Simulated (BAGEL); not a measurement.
# A workflow on Ge2H6 (digermane)

Wanted: the energy (HF/cc-pVDZ), then the energy (NEVPT2(2,2)/cc-pVDZ), then a single-point energy (CASPT2(2,2)/cc-pVDZ) of Ge2H6 (digermane). 

The results are computed with BAGEL 1.2.2.

1 further run of the same task is left out (set aside as unsound or not needed).

**1. The structure to begin with**

The species is Ge2H6 (8 atoms), meant as a singlet with charge 0. As SMILES, `[GeH3][GeH3]`. The Ge2–H8 distance was set to 2.460 Å, away from the relaxed value. At this shape a bond of the SMILES string is far longer than usual.

Bond lengths: Ge1–Ge2 2.420 Å, Ge1–H3 1.537 Å, Ge1–H4 1.537 Å, Ge1–H5 1.537 Å, Ge2–H6 1.537 Å, Ge2–H7 1.537 Å. Angles: Ge1–Ge2–H6 110.3°, Ge1–Ge2–H7 110.3°, Ge2–Ge1–H3 110.3°, Ge2–Ge1–H4 110.3°, Ge2–Ge1–H5 110.3°, H6–Ge2–H7 108.6°, H3–Ge1–H4 108.6°, H3–Ge1–H5 108.6°, H4–Ge1–H5 108.6°. A long bond or contact: Ge2–H8 2.460 Å.

**2. The energy at HF/cc-pVDZ (density fitting with svp-jkfit) (run 1)**

Contents of calc.json:

```json
{ "bagel" : [

{
  "title" : "molecule",
  "basis" : "cc-pvdz.json",
  "df_basis" : "svp-jkfit",
  "angstrom" : true,
  "geometry" : [
    { "atom" : "Ge", "xyz" : [      -0.238146,       1.071375,      -1.373314 ] },
    { "atom" : "Ge", "xyz" : [       0.900154,       0.507555,       0.686586 ] },
    { "atom" : "H", "xyz" : [      -0.029526,      -0.035765,      -2.419194 ] },
    { "atom" : "H", "xyz" : [      -1.746466,       1.231785,      -1.123454 ] },
    { "atom" : "H", "xyz" : [       0.307794,       2.391435,      -1.941254 ] },
    { "atom" : "H", "xyz" : [       0.698434,       1.618565,       1.729726 ] },
    { "atom" : "H", "xyz" : [       2.407314,       0.339005,       0.435126 ] },
    { "atom" : "H", "xyz" : [       0.017470,      -1.597700,       1.602230 ] }
  ]
},

{
  "title" : "hf"
},

{
  "title" : "print",
  "file" : "orbitals.molden",
  "orbitals" : true
}

]}
```

The basis set cc-pVDZ is read from a file made from the Basis Set Exchange's data (not shown).

Started as:

```sh
$ BAGEL_NUM_THREADS=1 BAGEL calc.json > calc.out
```

Standard output:

```text
* using 1 threads per process

  ===============================================================
  ===============================================================

  *** Geometry ***

  { "atom" : "Ge", "xyz" : [     -0.450031,      2.024605,     -2.595187 ] },
  { "atom" : "Ge", "xyz" : [      1.701045,      0.959140,      1.297460 ] },
  { "atom" : "H", "xyz" : [     -0.055796,     -0.067586,     -4.571614 ] },
  { "atom" : "H", "xyz" : [     -3.300342,      2.327736,     -2.123020 ] },
  { "atom" : "H", "xyz" : [      0.581646,      4.519157,     -3.668438 ] },
  { "atom" : "H", "xyz" : [      1.319849,      3.058645,      3.268708 ] },
  { "atom" : "H", "xyz" : [      4.549164,      0.640627,      0.822269 ] },
  { "atom" : "H", "xyz" : [      0.033014,     -3.019215,      3.027776 ] },

  Number of auxiliary basis functions:      640

  Since a DF basis is specified, we compute 2- and 3-index integrals:
    o Being stored without compression. Storage requirement is 0.036 GB

  Number of basis functions:       84
  Number of electrons      :       70

    * METHOD: MOLECULE                             0.34

  *** RHF ***

  === Nuclear Repulsion ===
   318.1644320372

      * DIIS with orbital gradients will be used.

  === RHF iteration (cc-pvdz.json) ===
      0      -4154.00000806          0.00662048           0.15
      1      -4154.04686469          0.00221390           0.14
      2      -4154.05117627          0.00073142           0.13
      3      -4154.05168048          0.00006232           0.13
      4      -4154.05168685          0.00001502           0.12
      5      -4154.05168722          0.00000409           0.12
      6      -4154.05168724          0.00000103           0.12
      7      -4154.05168724          0.00000027           0.12
      8      -4154.05168724          0.00000008           0.14
      9      -4154.05168725          0.00000002           0.11
     10      -4154.05168724          0.00000001           0.12
    * SCF iteration converged.

    * Permanent dipole moment:
           (   -0.202783,    -0.694554,     0.418730) a.u.

    * METHOD: HF                                   1.67

    * METHOD: PRINT                                0.01

  ===============================================================
```

It took 2.4 s on 1 thread of Intel Xeon 6975P-C (Granite Rapids), shared host; peak memory 0.17 GiB.

**3. A single-point energy at NEVPT2(2,2)/cc-pVDZ (density fitting with svp-jkfit) (run 2)**

Contents of input.json:

```json
{ "bagel" : [

{
  "title" : "molecule",
  "basis" : "cc-pvdz.json",
  "df_basis" : "svp-jkfit",
  "angstrom" : true,
  "geometry" : [
    { "atom" : "Ge", "xyz" : [   -0.238146,    1.071375,   -1.373314 ] },
    { "atom" : "Ge", "xyz" : [    0.900154,    0.507555,    0.686586 ] },
    { "atom" : "H", "xyz" : [   -0.029526,   -0.035765,   -2.419194 ] },
    { "atom" : "H", "xyz" : [   -1.746466,    1.231785,   -1.123454 ] },
    { "atom" : "H", "xyz" : [    0.307794,    2.391435,   -1.941254 ] },
    { "atom" : "H", "xyz" : [    0.698434,    1.618565,    1.729726 ] },
    { "atom" : "H", "xyz" : [    2.407314,    0.339005,    0.435126 ] },
    { "atom" : "H", "xyz" : [    0.017470,   -1.597700,    1.602230 ] }
  ]
},
{ "title" : "hf", "charge" : 0 },
{
  "title" : "nevpt2",
  "nstate" : 1,
  "nact" : 2,
  "nclosed" : 34,
  "charge" : 0,
  "active" : [35, 36],
  "maxiter" : 200,
  "natocc" : true,
  "ncore" : 18
},
{ "title" : "print", "file" : "orbitals.molden", "orbitals" : true }

]}
```

The basis set cc-pVDZ is read from a file made from the Basis Set Exchange's data (not shown).

Started as:

```sh
$ BAGEL_NUM_THREADS=1 BAGEL input.json > input.out
```

Standard output:

```text
* using 1 threads per process

  ===============================================================
  ===============================================================

  *** Geometry ***

  { "atom" : "Ge", "xyz" : [     -0.450031,      2.024605,     -2.595187 ] },
  { "atom" : "Ge", "xyz" : [      1.701045,      0.959140,      1.297460 ] },
  { "atom" : "H", "xyz" : [     -0.055796,     -0.067586,     -4.571614 ] },
  { "atom" : "H", "xyz" : [     -3.300342,      2.327736,     -2.123020 ] },
  { "atom" : "H", "xyz" : [      0.581646,      4.519157,     -3.668438 ] },
  { "atom" : "H", "xyz" : [      1.319849,      3.058645,      3.268708 ] },
  { "atom" : "H", "xyz" : [      4.549164,      0.640627,      0.822269 ] },
  { "atom" : "H", "xyz" : [      0.033014,     -3.019215,      3.027776 ] },

  Number of auxiliary basis functions:      640

  Since a DF basis is specified, we compute 2- and 3-index integrals:
    o Being stored without compression. Storage requirement is 0.036 GB

  Number of basis functions:       84
  Number of electrons      :       70

    * METHOD: MOLECULE                             0.47

  *** RHF ***

  === Nuclear Repulsion ===
   318.1644320372

      * DIIS with orbital gradients will be used.

  === RHF iteration (cc-pvdz.json) ===
      0      -4154.00000806          0.00662048           0.15
      1      -4154.04686469          0.00221390           0.13
      2      -4154.05117627          0.00073142           0.12
      3      -4154.05168048          0.00006232           0.11
      4      -4154.05168685          0.00001502           0.11
      5      -4154.05168722          0.00000409           0.11
      6      -4154.05168724          0.00000103           0.11
      7      -4154.05168724          0.00000027           0.10
      8      -4154.05168724          0.00000008           0.10
      9      -4154.05168725          0.00000002           0.11
     10      -4154.05168724          0.00000001           0.12
    * SCF iteration converged.

    * Permanent dipole moment:
           (   -0.202783,    -0.694554,     0.418730) a.u.

    * METHOD: HF                                   1.58

    * freezing 18 orbitals
  ---------------------------
      CASSCF calculation
  ---------------------------

    ==== Active orbitals : =====
         Orbital 35
         Orbital 36
    ============================

    * nstate   :      1
    * nclosed  :     34
    * nact     :      2
    * nvirt    :     48
  === CASSCF iteration (cc-pvdz.json) ===

    * Using the second-order algorithm

      0  0     -4154.07064485     2.21e-03      0.02

      1  0     -4154.08773708     1.13e-03      0.51

      2  0     -4154.09077015     3.78e-04      0.50

      3  0     -4154.09093027     1.32e-04      0.55

      4  0     -4154.09094159     4.02e-05      0.50

      5  0     -4154.09094253     1.17e-05      0.55

      6  0     -4154.09094261     3.39e-06      0.53

      7  0     -4154.09094261     9.80e-07      0.57

      8  0     -4154.09094261     2.83e-07      0.52

      9  0     -4154.09094261     8.15e-08      0.52

     10  0     -4154.09094261     2.35e-08      0.46

     11  0     -4154.09094261     6.79e-09      0.53

    * Second-order optimization converged. *

     guess   0:   closed 1.                   open ..

  === FCI iteration ===

      0  0     -4154.04895363     6.92e-02      0.00
      1  0     -4154.09076424     4.08e-03      0.00
      2  0 *   -4154.09094261     4.96e-16      0.00

     * ci vector, state   0, <S^2> = 0.0000
       2.     0.9568409300
       .2    -0.2906121724

  === DF-NEVPT2 calculation ===

    * 3-index integral transformation done
    * assembly done

      NEVPT2 correlation energy:   -0.2275700607      0.14

          (+0)     -0.1981535552
          (+0)'    -0.0048277380
          (+1)     -0.0062065544
          (+1)'    -0.0000000000
          (+2)     -0.0002913686
          (-1)     -0.0147528541
          (-1)'     0.0000000000
          (-2)     -0.0033379904

      NEVPT2 total energy:       -4154.3185126751

    * METHOD: NEVPT2                               6.38

    * METHOD: PRINT                                0.01

  ===============================================================
```

It took 9 s on 1 thread of Intel Xeon 6975P-C (Granite Rapids), shared host; peak memory 0.17 GiB.

**4. The energy at CASPT2(2,2)/cc-pVDZ (density fitting with svp-jkfit) (run 3)**

Contents of caspt2.json:

```json
{ "bagel" : [

{
  "title" : "molecule",
  "basis" : "cc-pvdz.json",
  "df_basis" : "svp-jkfit",
  "angstrom" : true,
  "geometry" : [
    { "atom" : "Ge", "xyz" : [      -0.238146,       1.071375,      -1.373314 ] },
    { "atom" : "Ge", "xyz" : [       0.900154,       0.507555,       0.686586 ] },
    { "atom" : "H", "xyz" : [      -0.029526,      -0.035765,      -2.419194 ] },
    { "atom" : "H", "xyz" : [      -1.746466,       1.231785,      -1.123454 ] },
    { "atom" : "H", "xyz" : [       0.307794,       2.391435,      -1.941254 ] },
    { "atom" : "H", "xyz" : [       0.698434,       1.618565,       1.729726 ] },
    { "atom" : "H", "xyz" : [       2.407314,       0.339005,       0.435126 ] },
    { "atom" : "H", "xyz" : [       0.017470,      -1.597700,       1.602230 ] }
  ]
},

{ "title" : "hf" },

{ "title" : "casscf", "nstate" : 1, "nact" : 2, "nclosed" : 34, "active" : [35, 36], "maxiter" : 200, "natocc" : true },

{ "title" : "print", "file" : "orbitals.molden", "orbitals" : true },

{ "title" : "smith", "method" : "caspt2", "ms" : true, "xms" : true, "sssr" : true, "shift" : 0.2, "shift_imag" : true, "ncore" : 18 }

]}
```

The basis set cc-pVDZ is read from a file made from the Basis Set Exchange's data (not shown).

Started as:

```sh
$ BAGEL_NUM_THREADS=1 BAGEL caspt2.json > caspt2.out
```

Standard output:

```text
* using 1 threads per process

  ===============================================================
  ===============================================================

  *** Geometry ***

  { "atom" : "Ge", "xyz" : [     -0.450031,      2.024605,     -2.595187 ] },
  { "atom" : "Ge", "xyz" : [      1.701045,      0.959140,      1.297460 ] },
  { "atom" : "H", "xyz" : [     -0.055796,     -0.067586,     -4.571614 ] },
[... 4 lines of this table left out ...]
  { "atom" : "H", "xyz" : [      0.033014,     -3.019215,      3.027776 ] },

  Number of auxiliary basis functions:      640

  Since a DF basis is specified, we compute 2- and 3-index integrals:
    o Being stored without compression. Storage requirement is 0.036 GB

  Number of basis functions:       84
  Number of electrons      :       70

    * METHOD: MOLECULE                             0.32

  *** RHF ***

  === Nuclear Repulsion ===
   318.1644320372

      * DIIS with orbital gradients will be used.

[... 6 lines left out ...]
    * SCF iteration converged.
[... 1 line left out ...]
    * Permanent dipole moment:
[... 27 lines left out ...]
    * Second-order optimization converged. *
[... 9 lines left out ...]
     * ci vector, state   0, <S^2> = 0.0000
[... 16 lines left out ...]
    * Zeroth order energy : state  0       -0.6051349871

    * CASPT2 iteration is performed using orthogonal basis

      -------------------------------------------  CASPT2 iteration  ---------------------------------------------------
       #      aibj      arbs      arbi      airj      risj      airs      arst      rist         Etot      error   time
      ------------------------------------------------------------------------------------------------------------------

       0  -0.19693  -0.00411  -0.01529  -0.00672  -0.00044  -0.00443  -0.00000  -0.00000   -0.2279093  0.0005758   0.08
       1  -0.19698  -0.00412  -0.01531  -0.00679  -0.00046  -0.00450   0.00000  -0.00000   -0.2281662  0.0000940   0.07
       2  -0.19698  -0.00412  -0.01531  -0.00679  -0.00046  -0.00450  -0.00000  -0.00000   -0.2281727  0.0000166   0.07
       3  -0.19698  -0.00412  -0.01532  -0.00679  -0.00046  -0.00450  -0.00000  -0.00000   -0.2281729  0.0000029   0.08
       4  -0.19698  -0.00412  -0.01532  -0.00679  -0.00046  -0.00450   0.00000  -0.00000   -0.2281729  0.0000004   0.08

      ------------------------------------------------------------------------------------------------------------------

    * CASPT2 energy : state  0    -4154.3211826729
        w/o shift correction      -4154.3191155498
        reference weight              0.9090857452

    * METHOD: SMITH                                0.66

  ===============================================================
```

Run time: 9 s. Hardware: 1 thread of Intel Xeon 6975P-C (Granite Rapids), shared host; peak memory 0.21 GiB.

**5. Outcome**

| quantity | value |
| --- | --- |
| run 1, HF/cc-pVDZ: total energy | -4154.05169 Eh |
| run 1, HF/cc-pVDZ: dipole moment | 2.12 D |
| run 1, HF/cc-pVDZ: HOMO energy | -9.49 eV |
| run 1, HF/cc-pVDZ: LUMO energy | 0.89 eV |
| run 1, HF/cc-pVDZ: HOMO–LUMO gap | 10.37 eV |
| run 2, NEVPT2(2,2)/cc-pVDZ: total energy | -4154.31851 Eh |
| run 3, CASPT2(2,2)/cc-pVDZ: total energy | -4154.32118 Eh |

**Reading.** One bond (run 1, HF/cc-pVDZ) is far stretched, which a spin-restricted single reference describes badly; a broken-symmetry solution may lie lower.
